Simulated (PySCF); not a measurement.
# B2H7NOSi: the cost of one run

Computed with PySCF 2.14.0, with density-fitted response routines of our own, on a single molecule in the gas phase. Atoms are numbered from 0 throughout.

### Step 1. The molecule as given

12 atoms, charge 0, multiplicity 1; geometry from: GFN2-xTB. The atoms were then displaced at random by about 0.01 Å, so the start is not that level's minimum.

Bonds of the start (Å): B0–N1 1.37, N1–B2 1.42, B2–O3 1.38, O3–Si4 1.57, B0–H5 1.17, B0–H6 1.19, N1–H7 1.01, B2–H8 1.19, Si4–H9 1.46, Si4–H10 1.45, Si4–H11 1.48.

### Step 2. Optimising the geometry at PBE0-D3(BJ)/def2-SVP

What the job is given:

```
{"job": {"xc": "PBE0", "basis": "def2-SVP", "d3": "d3bj", "grid": 1, "shake": 0.01, "kind": "geom"}, "charge": 0, "multiplicity": 1}
B     -2.658800    -0.171910    -0.346730
N     -1.289600    -0.268670    -0.331710
B     -0.340170     0.574890     0.300120
O      1.001950     0.286620     0.212090
Si     2.520380    -0.108870     0.187570
H     -3.320110    -0.941320    -0.926050
H     -3.165360     0.750280     0.208900
H     -0.863620    -1.045430    -0.827060
H     -0.677070     1.528090     0.929190
H      2.621780    -1.564950     0.119010
H      3.068930     0.549170    -0.976980
H      3.141380     0.383840     1.442630
```

Run with:

```sh
> OMP_NUM_THREADS=1 python probes_run.py task.json out
```

One launch serves the whole session: the jobs run in the order shown.

**Question.** How long does this first job take on 1 thread of Arm Neoverse V1, shared host, and how much memory does it need?

About 72 s, with a peak of 0.43 GiB.
